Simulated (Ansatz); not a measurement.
# FeO: the cost of one run

Computed with Ansatz 0.2.0 (DFT PBEsol, scalar-relativistic, plane waves, PAW, unless a step's input says otherwise).

## (1) The structure to begin with

It takes space group Fm-3m (No. 225, cubic). The conventional cell has a = 4.246 Å, b = 4.246 Å, c = 4.246 Å, α = 90.00°, β = 90.00°, γ = 90.00°. Around Fe (site symmetry m-3m) lie 6 O at 2.12 Å. Around O (site symmetry m-3m) lie 6 Fe at 2.12 Å.

Coordinates:

```cif
data_structure
_symmetry_space_group_name_H-M 'Fm-3m'
_symmetry_Int_Tables_number 225
_cell_length_a 4.2456
_cell_length_b 4.2456
_cell_length_c 4.2456
_cell_angle_alpha 90.000
_cell_angle_beta 90.000
_cell_angle_gamma 90.000
_cell_volume 76.53
loop_
_atom_site_label
_atom_site_type_symbol
_atom_site_symmetry_multiplicity
_atom_site_Wyckoff_symbol
_atom_site_fract_x
_atom_site_fract_y
_atom_site_fract_z
_atom_site_occupancy
Fe1 Fe 4 a 0.00000 0.00000 0.00000 1
O1 O 4 b 0.00000 0.00000 0.50000 1
```

This cell was relaxed beforehand with the same method: volume 9.57 Å³/atom, gap on the mesh none (metal), site moments up to 3.4 μB.

## (2) The cell scaled to 0.97 of its volume

input.yaml

```yaml
crystal:
  lattice:
    - [1.485656184, 0.8577439978, 2.4272570757]
    - [-1.485656184, 0.8577439978, 2.4272570757]
    - [0.0, -1.7154879955, 2.4272570757]
  atoms:
    - { symbol: Fe, position: [0.0, 0.0, 0.0], spin: 3.76 }
    - { symbol: O, position: [0.5, 0.5, 0.5], spin: 0.37 }
basis:
  ecutwfc: 420
kpoints:
  mp_grid: { grid: [18, 18, 18] }
hamiltonian:
  xc: pbesol
scf:
  occupations: { method: gaussian, width: 0.1 }
output:
  forces: true
  stress: true
  eigenvalues: true
  populations: true
magnetization:
  spin_polarized: true
relax:
  adjacent_minimum: "off"
  f_tol: 0.01
  max_steps: 30
  cell: { stress_tol: 0.1, fix: [volume] }
```

Run with:

```
$ ansatz run input.yaml --threads 1 --pin off --max-ram 2560MiB --backend cpu --events-out ev --progress --plain --runs-dir out
```

What time and memory should one allow on 1 thread of Intel Xeon at 2.50GHz (Skylake/Cascade Lake), shared host?

About 2.3 min, with a peak of 0.64 GiB.
